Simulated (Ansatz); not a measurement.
# CH₄FNZn: one species, many methods

Aim: compute CH₄FNZn with functionals from several rungs and with coupled cluster. The yardstick is the atomisation energy at the CCSD(T) limit.

The runs use Ansatz 0.2.0, Gaussian basis; functionals in def2-TZVPP, the program's frozen cores in correlated methods.

The runs, in order: LDA (SPW92), PBE-D4, revPBE-D4, BLYP-D4, r2SCAN-D4, B97M-V, PBE0-D4, B3LYP-D4, r2SCANh-D4, r2SCAN0-D4, HSE06-D4, BHLYP-D4, CAM-B3LYP-D4, LC-ωPBE, ωB97X-V, ωB97M-V, B2PLYP, PBE-QIDH; CCSD(T)/def2-SVP; CCSD(T)/def2-TZVPP; MP2/def2-QZVPP; extrapolation to the limit; RPA on PBE.

## 1. The relaxed structure

The geometry comes from an earlier relaxation with PBE0-D4 in a triple-zeta def2 set; it is a stationary point, not always the lowest conformer.

SMILES `[NH2][Zn][CH2]F`, 8 atoms, charge 0, spin multiplicity 1.

Atoms are counted from 1 here; the program's logs count them from 0.

Bond lengths: N1–Zn2 1.816 Å, N1–H5 1.009 Å, N1–H6 1.009 Å, Zn2–C3 1.953 Å, C3–F4 1.399 Å, C3–H7 1.095 Å, C3–H8 1.095 Å. Angles: Zn2–N1–H5 119.4°, Zn2–N1–H6 119.4°, H5–N1–H6 108.5°, N1–Zn2–C3 176.4°, Zn2–C3–F4 110.5°, Zn2–C3–H7 112.0°, Zn2–C3–H8 112.0°, F4–C3–H7 107.5°, F4–C3–H8 107.5°, H7–C3–H8 107.2°.

## 2. LDA

This LDA is Slater exchange with PW92 correlation.

The input, in.yaml:

```yaml
crystal:
  periodic: [false, false, false]
  atoms:
    - {symbol: N, position_ang: [-0.743429, 1.970740, -0.441509]}
    - {symbol: Zn, position_ang: [-0.082027, 0.323414, -0.059250]}
    - {symbol: C, position_ang: [0.736326, -1.394233, 0.381862]}
    - {symbol: F, position_ang: [-0.175080, -2.436749, 0.181181]}
    - {symbol: H, position_ang: [-0.950158, 2.211153, -1.399851]}
    - {symbol: H, position_ang: [-1.460601, 2.365268, 0.149211]}
    - {symbol: H, position_ang: [1.060541, -1.437938, 1.426721]}
    - {symbol: H, position_ang: [1.614428, -1.601655, -0.238344]}
basis:
  gaussian: {orbitals: def2-TZVPP}
hamiltonian: {xc: lda}
output: {orbitals: {seedname: orbitals}}
```

Command:

```sh
ansatz run in.yaml --threads 2 --pin off --events-out ev --progress --plain --max-ram 4352MiB
```

Further steps of the session: PBE-D4 (GGA); revPBE-D4 (GGA); BLYP-D4 (GGA); r2SCAN-D4 (meta-GGA); B97M-V (meta-GGA); B3LYP-D4 (hybrid); r2SCANh-D4 (hybrid); r2SCAN0-D4 (hybrid); HSE06-D4 (hybrid); BHLYP-D4 (hybrid); CAM-B3LYP-D4 (range-separated); LC-ωPBE (range-separated); ωB97X-V (range-separated); ωB97M-V (range-separated); B2PLYP (double hybrid); PBE-QIDH (double hybrid); CCSD(T) in def2-SVP; CCSD(T) in def2-TZVPP; MP2 in def2-QZVPP; RPA on PBE orbitals.

**Question.** What will the summary of the whole plan be? Wanted: atomisation energy, CCSD(T)/CBS; farthest beyond LDA; mean size of error, GGA; mean size of error, meta-GGA; mean size of error, hybrid; mean size of error, range-separated; mean size of error, double hybrid; gap, smallest and largest; T1 diagnostic.

As calculated:

```
                               quantity                                                     value
        atomisation energy, CCSD(T)/CBS                                             2488.4 kJ/mol
 functionals within 12.4 kJ/mol (0.5 %)  BLYP-D4, r2SCAN-D4, PBE0-D4, B3LYP-D4, HSE06-D4, ωB97M-V
                    farthest beyond LDA                                  BHLYP-D4 (-112.9 kJ/mol)
                mean size of error, GGA                                               27.9 kJ/mol
           mean size of error, meta-GGA                                               13.7 kJ/mol
             mean size of error, hybrid                                               32.7 kJ/mol
    mean size of error, range-separated                                               19.4 kJ/mol
      mean size of error, double hybrid                                               27.1 kJ/mol
              gap, smallest and largest                     4.45 eV (BLYP-D4), 11.47 eV (LC-ωPBE)
                          T1 diagnostic                                                    0.0146
triples share of the correlation energy                                                     3.3 %
```

In words: LDA overbinds by 432.7 kJ/mol (17 %). PBE-D4 is off by +69.1 kJ/mol. Double hybrids carry the basis error of their MP2 part in triple zeta, and no dispersion term here, so their miss is partly the set-up's. By mean error the best rung here is meta-GGA (13.7 kJ/mol) and the worst beyond LDA is hybrid (32.7 kJ/mol). The gap between the best rungs is small, so their order is not settled. The mean of the hybrids holds BHLYP, with half exact exchange. The reference freezes the cores and leaves out relativity and excitations past (T), so misses under about 12.4 kJ/mol can't be ranked. Hartree-Fock recovers 67 % of the binding; the rest is correlation. CCSD(T) in def2-SVP is off by -197.4 kJ/mol, so the small basis spoils what the method gains. The gap grows from 4.5 to 11.5 eV across the functionals, mostly with the share of exact exchange. For Zn the d shell is correlated and the shells below it are frozen.
